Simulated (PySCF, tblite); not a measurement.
# Si20N30H50: NMR shifts

Wanted: NMR shifts for Si20N30H50.

Programs: tblite 0.8.0 and PySCF 2.14.0, with routines of our own; each step states its level. All values are computed. Atoms count from 0.

### Step 1. The system as given

100 atoms, charge 0, multiplicity 1; geometry from: force field, distance geometry or constructed start.

### Step 2. Geometry optimisation with GFN2-xTB

Job settings and geometry (Å):

```
{"job": {"kind": "relax", "xc": "GFN2-xTB", "basis": "xTB"}, "charge": 0, "multiplicity": 1}
Si     0.006100    -0.001200     7.001100
Si    -0.679700     2.287000     5.080200
Si     2.141700     2.250100     3.739100
Si     2.316900    -0.550600     5.080700
Si     0.882200    -2.976700     3.742100
Si    -1.641700    -1.728800     5.085000
Si    -3.017600     0.725500     3.735800
Si    -2.874800     0.692700     0.616900
Si    -0.839000     2.835600    -0.615400
Si     2.034100     2.146900     0.616000
Si     2.876200    -0.691300    -0.617500
Si     0.839200    -2.839700     0.615000
Si    -2.040200    -2.147100    -0.609400
Si    -2.134300    -2.253100    -3.740800
Si    -2.319900     0.560100    -5.086600
Si    -0.885100     2.976100    -3.732300
Si     3.018100    -0.722000    -3.738200
Si     0.675400    -2.287800    -5.088200
Si    -0.001900     0.001300    -7.000200
Si     1.641200     1.729200    -5.084900
N      1.377800    -0.326200     6.901700
H      1.754600    -0.418500     7.844700
N     -0.398600     1.364600     6.907000
H     -0.515700     1.725700     7.843500
N     -0.974000    -1.025800     6.901600
H     -1.245900    -1.309300     7.847900
N      0.815900     2.672900     5.210400
H      1.025500     2.707300     6.220600
N     -2.136800     1.795300     5.209600
H     -2.332500     1.710700     6.223500
N      2.627800     0.955600     5.209800
H      2.647300     1.168800     6.219500
N      2.588500     2.730300     2.694000
H      3.210400     3.381300     3.174100
N      1.907400    -2.038100     5.208000
H      1.832700    -2.238100     6.216800
N     -0.484700    -2.748600     5.207600
H     -0.311300    -2.873800     6.217500
N      1.071400    -3.610900     2.696500
H      1.321300    -4.465500     3.172600
N     -2.718700    -0.631800     5.215800
H     -2.849100    -0.470500     6.224100
N     -3.653400     0.878300     2.693500
H     -4.529900     1.086400     3.170200
N     -2.518000     2.386100     0.002700
H     -3.256000     3.087600    -0.003000
N     -3.319600    -0.985200     0.000100
H     -4.299900    -1.272600     0.003200
N      0.809400     3.370000    -0.000200
H      1.047400     4.361800     0.001500
N     -1.071200     3.599700    -2.693500
H     -1.319400     4.470200    -3.171600
N      3.321700     0.984800    -0.000600
H      4.296200     1.273500    -0.003900
N      2.515000    -2.385300     0.001200
H      3.253600    -3.083000     0.000200
N      3.664900    -0.883000    -2.699100
H      4.535200    -1.079400    -3.172700
N     -0.807600    -3.370400     0.004400
H     -1.046300    -4.359200    -0.000500
N     -2.593200    -2.729400    -2.694400
H     -3.204300    -3.383000    -3.172300
N     -2.622500    -0.954300    -5.210100
H     -2.649400    -1.164000    -6.218200
N     -0.809500    -2.667200    -5.209100
H     -1.031100    -2.704800    -6.218200
N     -1.903900     2.043000    -5.212400
H     -1.829800     2.238700    -6.213800
N     -1.384200     0.324800    -6.905200
H     -1.758400     0.416500    -7.838900
N      0.482900     2.744800    -5.208400
H      0.310400     2.872700    -6.217500
N      2.720500     0.628200    -5.207800
H      2.855400     0.469900    -6.218900
N      2.142100    -1.794500    -5.215400
H      2.340900    -1.711800    -6.220800
N      0.399800    -1.360500    -6.899700
H      0.512100    -1.727900    -7.839700
N      0.974000     1.024700    -6.904200
H      1.237900     1.303200    -7.842900
H      0.000000    -0.000200     8.426100
H     -0.884600     2.970300     6.352300
H      2.696500     2.839500     4.929900
H      3.012200    -0.723300     6.349300
H      1.105500    -3.746800     4.926400
H     -2.135400    -2.243000     6.352800
H     -3.804500     0.911100     4.926100
H     -4.261200     1.022900     0.883200
H     -1.244400     4.200200    -0.882800
H      3.013100     3.177100     0.880600
H      4.259100    -1.016000    -0.882000
H      1.247500    -4.199300     0.881100
H     -3.016500    -3.172700    -0.883600
H     -2.690300    -2.843100    -4.925800
H     -3.015800     0.725100    -6.349700
H     -1.113400     3.752600    -4.924700
H      3.802500    -0.912700    -4.926400
H      0.880200    -2.971300    -6.352400
H     -0.001900    -0.001500    -8.424800
H      2.134600     2.246300    -6.349200
```

Started as:

```bash
$ OMP_NUM_THREADS=8 python large_run.py task.json out
```

One launch serves the whole session: the jobs run in the order shown.

The log of the run:

```text
step      E/eV     max force
  0   -3871.03347  117.061
  1   -3960.50442   18.273
  2   -3979.26040    6.825
  3   -3992.92099    4.842
  4   -4011.68822    7.895
  5   -4026.63985    7.863
  6   -4038.19039    6.129
  7   -4041.92668    4.044
  8   -4043.22468    2.827
  9   -4044.90510    1.604
 10   -4045.75408    1.704
 11   -4046.85357    2.045
 12   -4047.38745    1.937
 13   -4048.10133    1.813
 14   -4048.56768    1.599
 15   -4049.43218    0.921
 16   -4049.88390    0.856
 17   -4050.13168    0.724
 18   -4050.30519    0.775
 19   -4050.44915    0.698
 20   -4050.57924    0.521
 21   -4050.69468    0.489
 22   -4050.80959    0.434
 23   -4050.94128    0.535
 24   -4051.08049    0.632
 25   -4051.23602    0.760
 26   -4051.39802    0.804
 27   -4051.62540    0.703
 28   -4051.84616    0.797
 29   -4052.26516    0.841
 30   -4052.48218    0.664
 31   -4052.58555    1.151
 32   -4052.74557    1.009
 33   -4052.90573    0.384
 34   -4053.06321    0.563
 35   -4053.23015    0.749
 36   -4053.43373    0.478
 37   -4053.69477    0.542
 38   -4054.04970    0.742
 39   -4054.08691    1.226
 40   -4054.48844    0.863
 41   -4054.68859    0.750
 42   -4054.82076    0.583
 43   -4054.89319    0.484
 44   -4055.06709    0.427
 45   -4055.21973    0.539
 46   -4055.40125    0.653
 47   -4055.56424    0.471
 48   -4055.66235    1.018
 49   -4055.83038    0.442
 50   -4055.94700    0.421
 51   -4056.09631    0.666
 52   -4056.18798    0.531
 53   -4056.35228    0.456
 54   -4056.60086    0.540
 55   -4056.81646    0.417
 56   -4056.93524    0.452
 57   -4057.15252    0.647
 58   -4057.20965    0.935
 59   -4057.46832    0.523
 60   -4057.74443    0.551
 61   -4057.99544    0.380
 62   -4058.08758    0.586
 63   -4058.19764    0.720
 64   -4058.33227    0.677
 65   -4058.45467    0.554
 66   -4058.55449    0.350
 67   -4058.63257    0.430
 68   -4058.72702    0.473
 69   -4058.85521    0.614
 70   -4059.08660    0.606
 71   -4059.19419    0.507
 72   -4059.27856    0.403
 73   -4059.34998    0.269
 74   -4059.39723    0.254
 75   -4059.44983    0.336
 76   -4059.51685    0.373
 77   -4059.58841    0.368
 78   -4059.66421    0.580
 79   -4059.72602    0.648
 80   -4059.84232    0.569
 81   -4060.02838    0.590
 82   -4060.19626    0.742
 83   -4060.34526    0.755
 84   -4060.52257    0.578
 85   -4060.65243    0.374
 86   -4060.76394    0.454
 87   -4060.87271    0.434
 88   -4060.98472    0.428
 89   -4061.06795    0.451
 90   -4061.13732    0.464
 91   -4061.19940    0.422
 92   -4061.26847    0.374
 93   -4061.34081    0.489
 94   -4061.43714    0.527
 95   -4061.52772    0.447
 96   -4061.59006    0.374
 97   -4061.62443    0.224
 98   -4061.64839    0.243
 99   -4061.67823    0.254
100   -4061.71414    0.255
101   -4061.74619    0.204
102   -4061.76253    0.173
103   -4061.77789    0.178
104   -4061.79499    0.189
105   -4061.81092    0.158
106   -4061.82844    0.167
107   -4061.84441    0.144
108   -4061.85924    0.146
109   -4061.87422    0.187
110   -4061.89155    0.199
111   -4061.91221    0.205
112   -4061.93673    0.232
113   -4061.96600    0.239
114   -4062.00251    0.328
115   -4062.04826    0.350
116   -4062.10464    0.357
117   -4062.16590    0.367
118   -4062.22364    0.728
119   -4062.23190    0.820
120   -4062.33968    0.563
121   -4062.40759    0.394
122   -4062.52671    0.682
123   -4062.63720    0.653
124   -4062.73561    0.408
125   -4062.87021    0.397
126   -4062.93585    0.428
127   -4063.01836    0.473
128   -4063.11775    0.389
129   -4063.23104    0.432
130   -4063.33959    0.457
131   -4063.45074    0.479
132   -4063.53566    1.039
133   -4063.60789    0.660
134   -4063.70313    0.727
135   -4063.81481    0.452
136   -4063.95950    0.582
137   -4064.07466    0.508
138   -4064.17097    0.526
139   -4064.25634    0.654
140   -4064.35899    0.425
141   -4064.51680    0.585
142   -4064.59297    1.527
143   -4064.81643    0.642
144   -4064.97160    0.422
145   -4065.12841    0.566
146   -4065.22301    0.510
147   -4065.32941    0.413
148   -4065.42439    0.452
149   -4065.48579    0.451
150   -4065.53816    0.369
151   -4065.57797    0.742
152   -4065.64049    0.352
153   -4065.69848    0.378
154   -4065.77071    0.282
155   -4065.83273    0.309
156   -4065.87737    0.380
157   -4065.91980    0.313
158   -4065.95849    0.218
159   -4066.00169    0.342
160   -4066.03936    0.379
161   -4066.08385    0.277
162   -4066.12552    0.235
163   -4066.16037    0.241
164   -4066.19267    0.241
165   -4066.22036    0.217
166   -4066.24256    0.214
167   -4066.26396    0.172
168   -4066.28429    0.188
169   -4066.30571    0.184
170   -4066.32568    0.188
171   -4066.34405    0.175
172   -4066.35824    0.170
173   -4066.37122    0.160
174   -4066.38420    0.165
175   -4066.39681    0.150
176   -4066.40593    0.166
177   -4066.41385    0.104
178   -4066.42053    0.107
179   -4066.42717    0.089
180   -4066.43172    0.093
181   -4066.43685    0.076
182   -4066.44107    0.078
183   -4066.44548    0.085
184   -4066.45018    0.093
185   -4066.45517    0.092
186   -4066.45935    0.080
187   -4066.46243    0.086
188   -4066.46485    0.073
189   -4066.46732    0.071
190   -4066.47013    0.085
191   -4066.47335    0.090
192   -4066.47658    0.087
193   -4066.47936    0.058
194   -4066.48144    0.057
195   -4066.48319    0.048
196   -4066.48508    0.065
197   -4066.48729    0.055
198   -4066.48940    0.053
199   -4066.49111    0.047
200   -4066.49244    0.043
201   -4066.49364    0.044
202   -4066.49486    0.044
203   -4066.49620    0.051
204   -4066.49762    0.048
205   -4066.49902    0.047
206   -4066.50025    0.050
207   -4066.50132    0.049
208   -4066.50243    0.047
209   -4066.50380    0.057
210   -4066.50531    0.049
211   -4066.50672    0.051
212   -4066.50791    0.041
213   -4066.50912    0.048
214   -4066.51060    0.061
215   -4066.51239    0.073
216   -4066.51423    0.066
217   -4066.51593    0.054
218   -4066.51738    0.086
219   -4066.51887    0.074
220   -4066.52042    0.074
221   -4066.52244    0.051
222   -4066.52385    0.050
223   -4066.52566    0.056
224   -4066.52717    0.046
225   -4066.52865    0.052
226   -4066.53022    0.053
227   -4066.53191    0.063
228   -4066.53364    0.051
229   -4066.53529    0.072
230   -4066.53707    0.055
231   -4066.53897    0.053
232   -4066.54085    0.056
233   -4066.54253    0.051
234   -4066.54422    0.054
235   -4066.54594    0.051
236   -4066.54778    0.048
237   -4066.54939    0.049
238   -4066.55081    0.050
239   -4066.55213    0.052
240   -4066.55376    0.064
241   -4066.55550    0.072
242   -4066.55713    0.065
243   -4066.55842    0.060
244   -4066.55957    0.047
245   -4066.56071    0.039
246   -4066.56203    0.042
247   -4066.56344    0.052
248   -4066.56478    0.050
249   -4066.56590    0.064
250   -4066.56696    0.058
251   -4066.56812    0.045
252   -4066.56960    0.043
253   -4066.57066    0.043
254   -4066.57172    0.044
255   -4066.57267    0.039
256   -4066.57367    0.039
257   -4066.57471    0.047
258   -4066.57581    0.049
259   -4066.57692    0.058
260   -4066.57799    0.042
261   -4066.57895    0.072
262   -4066.57987    0.037
263   -4066.58084    0.041
264   -4066.58203    0.045
265   -4066.58324    0.043
266   -4066.58434    0.053
267   -4066.58526    0.034
268   -4066.58623    0.040
269   -4066.58715    0.039
270   -4066.58810    0.042
271   -4066.58904    0.036
272   -4066.59007    0.038
273   -4066.59109    0.041
274   -4066.59205    0.042
275   -4066.59290    0.042
276   -4066.59376    0.040
277   -4066.59460    0.041
278   -4066.59541    0.039
279   -4066.59605    0.030
280   -4066.59659    0.039
281   -4066.59707    0.026
282   -4066.59762    0.028
283   -4066.59814    0.031
284   -4066.59862    0.029
285   -4066.59909    0.032
286   -4066.59960    0.027
287   -4066.60018    0.033
288   -4066.60079    0.039
289   -4066.60132    0.032
290   -4066.60177    0.029
291   -4066.60221    0.028
292   -4066.60266    0.025
293   -4066.60307    0.027
294   -4066.60345    0.033
295   -4066.60381    0.035
296   -4066.60421    0.034
297   -4066.60463    0.031
298   -4066.60502    0.024
299   -4066.60530    0.019
```

It took 2.3 min on 8 threads of Arm Neoverse N1, shared host; peak memory 0.16 GiB.

The steps of the relaxation:

```tsv
step	energy from step 0 (eV)	largest force (eV/Å)
0	0.0000	117.0612
1	-89.4710	18.2736
2	-108.2269	6.8253
3	-121.8875	4.8421
4	-140.6548	7.8950
5	-155.6064	7.8632
6	-167.1569	6.1285
7	-170.8932	4.0437
8	-172.1912	2.8268
34	-182.0297	0.5625
60	-186.7110	0.5506
86	-189.7305	0.4540
112	-190.9033	0.2314
138	-193.1375	0.5258
164	-195.1592	0.2408
190	-195.4367	0.0849
216	-195.4808	0.0657
242	-195.5237	0.0648
268	-195.5528	0.0395
295	-195.5703	0.0344
296	-195.5707	0.0345
297	-195.5712	0.0304
298	-195.5716	0.0241
299	-195.5718	0.0194
```

Close pairs (by a distance rule), those that changed most:

```tsv
bond	before (Å)	after (Å)	change (Å)
Si15–H51	1.654	2.323	+0.669
Si2–H33	1.656	2.324	+0.668
Si6–H43	1.654	2.322	+0.668
Si4–H39	1.653	2.320	+0.667
Si16–H57	1.658	2.322	+0.664
Si13–H61	1.657	2.318	+0.661
Si15–N50	1.226	1.724	+0.498
Si11–N38	2.232	1.734	-0.498
```

The end geometry stands in the next job.

[end of part 1 of 2]
